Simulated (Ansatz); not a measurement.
# CH₂AlCl₂−: an energy map over bond length Cl1–C2 and bond length C2–Al3

Aim: map the energy of CH₂AlCl₂, SMILES Cl[CH-][AlH][Cl], charge −1 over two coordinates, and find its wells, ridges and stiffness.

Program: Ansatz 0.2.0. Level of theory: RKS PBE0-D4/def2-SVPD. These are calculated values, not measurements.

**1. Starting geometry**

SMILES `Cl[CH-][AlH][Cl]`, 6 atoms, charge -1, spin multiplicity 1.

Atoms are counted from 1 here; the program's logs count them from 0.

Bond lengths: Cl1–C2 1.816 Å, C2–Al3 1.843 Å, C2–H5 1.103 Å, Al3–Cl4 2.228 Å, Al3–H6 1.606 Å. Angles: Cl1–C2–Al3 122.7°, Cl1–C2–H5 108.3°, Al3–C2–H5 129.0°, C2–Al3–Cl4 119.2°, C2–Al3–H6 130.5°, Cl4–Al3–H6 110.4°.

Geometry (Å):

```
Cl    0.81138    1.71525   -1.63644
C    -0.31469    0.67472   -0.66323
Al    0.28286   -0.56713    0.56072
Cl   -1.20477   -1.78778    1.68430
H    -1.35045    0.92847   -0.94429
H     1.77567   -0.96353    0.99894
```

This geometry comes from a loose relaxation at PBE in a small basis, which is not shown.

**3. Plan of the scan**

- bond length Cl1–C2: 11 values from 1.586 to 2.253 Å
- bond length C2–Al3: 11 values from 1.611 to 2.288 Å

Nothing else is relaxed (all other coordinates rigid). Energies count from the relaxed molecule at the same level.

(The set-up runs are not shown.)

**4. Point bond length Cl1–C2 = 1.787 Å, bond length C2–Al3 = 1.814 Å**

input.yaml reads:

```yaml
crystal:
  periodic: [false, false, false]
  atoms:
    - { symbol: Cl, position_ang: [0.809207, 1.705481, -1.622662] }
    - { symbol: C, position_ang: [-0.303531, 0.681362, -0.670631] }
    - { symbol: Al, position_ang: [0.278977, -0.542215, 0.535245] }
    - { symbol: Cl, position_ang: [-1.183375, -1.759236, 1.660924] }
    - { symbol: H, position_ang: [-1.33146, 0.932949, -0.951159] }
    - { symbol: H, position_ang: [1.76348, -0.940068, 0.973677] }
total_charge: -1
basis:
  gaussian: { orbitals: def2-SVPD }
hamiltonian:
  xc: pbe0
  dispersion: d4
output:
  forces: true
```

The run is started by

```
$ ansatz run input.yaml --threads 1 --pin off --max-ram 2560MiB --backend cpu --events-out ev --progress --plain --runs-dir out
```

Further runs follow: all other points of the grid.

Before running it: what results should come out? Wanted: lowest point; highest computed point; largest force on an atom.

The runs gave:

| quantity | value |
| --- | --- |
| lowest point | bond length Cl1–C2 = 1.787 Å, bond length C2–Al3 = 1.814 Å, 0.5 kJ/mol |
| highest computed point | bond length Cl1–C2 = 2.253 Å, bond length C2–Al3 = 2.288 Å, 220 kJ/mol above the lowest |
| largest force on an atom (eV/Å) | 0.4 at bond length Cl1–C2 = 1.787 Å, bond length C2–Al3 = 1.814 Å to 9.3 at bond length Cl1–C2 = 2.120 Å, bond length C2–Al3 = 1.611 Å; 0.4 at the lowest point |
| time for the whole task | 10 min on 1 thread, shared host |

What this shows: The lowest computed point is at bond length Cl1–C2 = 1.787 Å, bond length C2–Al3 = 1.814 Å, 0.5 kJ/mol from the relaxed molecule at the same level. It is the only kind of minimum in the scanned range. The highest computed point, bond length Cl1–C2 = 2.253 Å, bond length C2–Al3 = 2.288 Å, lies 220 kJ/mol above the lowest. Round the minimum the two coordinates are nearly uncoupled.
